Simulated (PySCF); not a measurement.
OAlF2H, in a box:

```
O Al F H
1.0
    12.00000    0.00000    0.00000
     0.00000   13.00000    0.00000
     0.00000    0.00000   11.00000
O Al F H
1 1 2 1
Direct
  0.47150 0.58546 0.49120
  0.49078 0.46108 0.49296
  0.59779 0.41002 0.57217
  0.40558 0.38266 0.43785
  0.41370 0.62111 0.44987
```

The cell isn't the ideal one: atoms moved at random, drawn with an rms of 0.05 Å.

Base run:

```yaml
Program: PySCF 2.14.0
Functional: r2SCANh
Potentials_or_basis: 6-31g* (all-electron)
k_mesh: 1 × 1 × 1
Occupations: fixed
Spin: no spin polarisation
```

Its results: gap between the frontier levels 8.21 eV.

Question: After a change of settings the same cell gave: gap between the frontier levels 8.34 eV. Which change was it?
A. functional from r2SCANh to revPBE; dispersion from none to D3(OP)
B. functional from r2SCANh to X3LYP; dispersion from none to D4
C. functional from r2SCANh to SCAN

Answer: B.

Caveats: this is a molecule in a periodic box at the Γ point, so its band gap is the HOMO-LUMO gap; the basis of atomic orbitals isn't converged, which shifts pressures, moduli and gaps.

Runs at the PBE level aren't shown here.
